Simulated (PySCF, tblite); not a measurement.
# C4H8B2OS: geometry, infrared bands and NMR shifts

Wanted: the infrared bands and NMR shifts of C4H8B2OS (`C#CCSBOBC`), by calculation.

The runs use tblite 0.8.0 and PySCF 2.14.0, with density-fitted response routines of our own; the level of theory stands in each step. All values are computed, except where a source is named. Atoms count from 0, in the outputs and in this text.

## 1. The starting structure

16 atoms, charge 0, multiplicity 1; geometry from: force field or distance geometry start.

Bonds of the start (Å): C0–C1 1.22, C1–C2 1.47, C2–S3 1.81, S3–B4 1.86, B4–O5 1.46, O5–B6 1.47, B6–C7 1.59, C0–H8 1.08, C2–H9 1.13, C2–H10 1.13, B4–H11 1.18, B6–H12 1.19, C7–H13 1.12, C7–H14 1.12, C7–H15 1.11.

## 2. Relaxing the molecule with GFN2-xTB

What the job is given:

```
{"job": {"kind": "relax", "xc": "GFN2-xTB", "basis": "xTB"}, "charge": 0, "multiplicity": 1}
C     -2.744500     1.717800    -0.042600
C     -2.756800     0.500500    -0.113100
C     -2.741800    -0.967500    -0.148500
S     -1.684000    -1.612500     1.175200
B      0.115200    -1.216800     0.898600
O      0.607300     0.130000     0.634100
B      1.894400     0.020200    -0.075600
C      3.097000     0.968100     0.369100
H     -2.738400     2.797100     0.029400
H     -3.787000    -1.363900     0.006400
H     -2.388700    -1.347100    -1.153400
H      0.824800    -2.114100     0.590800
H      2.189300    -1.079400    -0.421600
H      3.996700     0.372900     0.680700
H      2.770200     1.535500     1.279000
H      3.338800     1.668200    -0.452300
```

Run with:

```sh
OMP_NUM_THREADS=1 python probes_run.py task.json out
```

One launch serves the whole session: the jobs run in the order shown.

**Question.** This job is followed by: GFN2-xTB harmonic vibrations, gas phase; GIAO PBE0/pcSseg-1 NMR shielding, non-relativistic, gas phase. What will the session give for the following? strongest single infrared mode (GFN2-xTB); zero-point energy (GFN2-xTB); 13C shifts against TMS (PBE0/pcSseg-1); 1H shifts against TMS (PBE0/pcSseg-1, means over atoms taken as alike); 33S shifts against CS2 (PBE0/pcSseg-1); 11B shifts against BF3·OEt2 (PBE0/pcSseg-1); 17O shifts against H2O (PBE0/pcSseg-1).

The runs gave:

| quantity | value |
| --- | --- |
| strongest single infrared mode (GFN2-xTB) | 1568 cm⁻¹, 584 km/mol |
| zero-point energy (GFN2-xTB) | 71.2 kcal/mol |
| 13C shifts against TMS (PBE0/pcSseg-1) | 87.4, 80.3, 19.0, 12.2 ppm |
| 1H shifts against TMS (PBE0/pcSseg-1, means over atoms taken as alike) | 5.79, 5.75, 3.20, 1.72, 0.74 ppm |
| 33S shifts against CS2 (PBE0/pcSseg-1) | 57 ppm |
| 11B shifts against BF3·OEt2 (PBE0/pcSseg-1) | 45.2, 35.9 ppm |
| 17O shifts against H2O (PBE0/pcSseg-1) | 293.6 ppm |

**Reading.** The optimisation took 134 steps and gained 2.242 eV; among the close pairs (by a distance rule), O5–B6 changed most, from 1.474 to 1.308 Å. No mode is imaginary among the 42: a minimum at this level. The strongest single mode, at 1568 cm⁻¹, moves mainly O5. GFN2-xTB is a fitted tight-binding method: band positions and strengths are rough. Its intensities can rank the bands wrongly. At PBE0/pcSseg-1: The largest span, 373 ppm, is at S3, where the paramagnetic term is -611 ppm.
